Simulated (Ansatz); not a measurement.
Write a Python script for Ansatz 0.2.0, Python API that makes a single point in a Gaussian basis of C₃H₅BO, SMILES BC1=CCO1. Settings: LC-wPBE, def2-TZVP basis, multiplicity 1.

```yaml
atoms:
  - { symbol: B, position_ang: [-1.8580, -0.1620, -0.4991] }
  - { symbol: C, position_ang: [-0.4190, 0.1179, -0.1241] }
  - { symbol: C, position_ang: [0.5845, -0.7142, 0.2035] }
  - { symbol: C, position_ang: [1.4941, 0.4618, 0.3476] }
  - { symbol: O, position_ang: [0.3983, 1.2892, -0.0053] }
  - { symbol: H, position_ang: [-2.6032, 0.8176, -0.7676] }
  - { symbol: H, position_ang: [-2.3134, -1.2129, -0.5456] }
  - { symbol: H, position_ang: [0.7938, -1.7653, 0.3250] }
  - { symbol: H, position_ang: [2.2476, 0.5015, -0.3541] }
  - { symbol: H, position_ang: [1.7584, 0.6153, 1.4228] }
```

The script, `energy_c3h5bo.py`:
```python
'''Electronic structure of the C3H5BO molecule.'''

import warnings

import ansatz as az

BASIS_SET = 'def2-TZVP'
XC = 'lc_wpbe'

GEOMETRY = '''
B    -1.85800   -0.16200   -0.49910
C    -0.41900    0.11790   -0.12410
C     0.58450   -0.71420    0.20350
C     1.49410    0.46180    0.34760
O     0.39830    1.28920   -0.00530
H    -2.60320    0.81760   -0.76760
H    -2.31340   -1.21290   -0.54560
H     0.79380   -1.76530    0.32500
H     2.24760    0.50150   -0.35410
H     1.75840    0.61530    1.42280
'''


def main() -> None:
    warnings.simplefilter('ignore', az.DeckWarning)

    molecule = az.Crystal.molecule()
    for line in GEOMETRY.strip().splitlines():
        symbol, *xyz = line.split()
        molecule = molecule.atom(symbol, [float(v) for v in xyz])

    job = (
        molecule.calculation()
        .basis(gaussian=BASIS_SET)
        .functional(XC)
    )
    print(job.to_yaml())
    out = job.run()
    data = out.report

    for key in ('converged', 'free_energy_ev', 'reference_energy_ev', 'n_frozen', 'n_occupied', 'n_virtual'):
        print(f'{key:22s} {data[key]}')


if __name__ == '__main__':
    main()
```

Output of `python energy_c3h5bo.py`:
```text
crystal:
  periodic: [false, false, false]
  atoms:
    - { symbol: B, position_ang: [-1.858, -0.162, -0.4991] }
    - { symbol: C, position_ang: [-0.419, 0.1179, -0.1241] }
    - { symbol: C, position_ang: [0.5845, -0.7142, 0.2035] }
    - { symbol: C, position_ang: [1.4941, 0.4618, 0.3476] }
    - { symbol: O, position_ang: [0.3983, 1.2892, -0.0053] }
    - { symbol: H, position_ang: [-2.6032, 0.8176, -0.7676] }
    - { symbol: H, position_ang: [-2.3134, -1.2129, -0.5456] }
    - { symbol: H, position_ang: [0.7938, -1.7653, 0.325] }
    - { symbol: H, position_ang: [2.2476, 0.5015, -0.3541] }
    - { symbol: H, position_ang: [1.7584, 0.6153, 1.4228] }
basis:
  gaussian:
    orbitals: def2-TZVP
hamiltonian:
  xc: lc_wpbe

converged              True
free_energy_ev         -5910.9346343078705
reference_energy_ev    -5910.9346343078705
n_frozen               0
n_occupied             [18, 18]
n_virtual              [167, 167]
```

Total energies depend on the basis set; only differences at equal settings carry meaning. The geometry is a force-field or estimated start, not a minimum of this method, and the basis set is short of its limit. Run time: 5.7 s on 1 thread of Arm Neoverse V1, with other jobs on the host, peak memory 0.31 GiB.
